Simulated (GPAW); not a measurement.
# WAu in GPAW: convergence with k mesh

WAu:

```
W Au
1.0
     0.00000    2.90921    2.90921
     2.90921    0.00000    2.90921
     2.90921    2.90921    0.00000
W Au
1 1
Direct
  0.00000 0.00000 0.00000
  0.75000 0.75000 0.75000
```

The cell was built by a generator and needn't be a form met in nature.

```yaml
Program: GPAW 26.7.0
Task: convergence study
Functional: PBE
Potentials_or_basis: GPAW PAW data sets (gpaw-data 1.2.1), other valence
Cutoff: 600 eV
Basis: pw
k_mesh: 2 × 2 × 2
Occupations: fermi-dirac, width 0.05 eV
Spin: no spin polarisation
```

These are the settings of the first run; the series varies k mesh, with any setting tied to it.

Hardware: 1 thread of Arm Neoverse N1, with other jobs on the host.

Question: The values tried are 2 × 2 × 2, 3 × 3 × 3, 4 × 4 × 4, 5 × 5 × 5, 6 × 6 × 6, 7 × 7 × 7, 9 × 9 × 9, 11 × 11 × 11, loosest first. From which on does the pressure stay within 0.1 GPa of the tightest run that finished?

Answer: From 5 × 5 × 5 on.

```
      k mesh  energy less the tightest run, at zero smearing (meV/atom)  pressure (GPa)  SCF cycles  CPU time (s)  peak memory (GiB)
   2 × 2 × 2                                                      58.99            4.76          11           7.2               0.15
   3 × 3 × 3                                                      66.50            2.82          11           8.5               0.15
   4 × 4 × 4                                                      47.37            3.34          11            13               0.15
   5 × 5 × 5                                                     -15.30            2.80          11            15               0.15
   6 × 6 × 6                                                      -4.58            2.89          11            22               0.16
   7 × 7 × 7                                                       5.90            2.92          11            26               0.16
   9 × 9 × 9                                                      -3.15            2.89          11            44               0.17
11 × 11 × 11                                                       0.00            2.90          11            69               0.19
```

Not settled before the last step: the energy (to 1 meV/atom). Meshes of other sizes hit other points, so gaps and Fermi surfaces needn't settle smoothly. The tightest run that finished is the yardstick and may itself not be fully converged.

Caveat, for the tightest run too: with this Au data set, volumes or pressures lay over 1.5 % or 2 GPa off other programs in two to four cells of ten. Spin-orbit coupling is left out, which matters for the levels of Au, W.
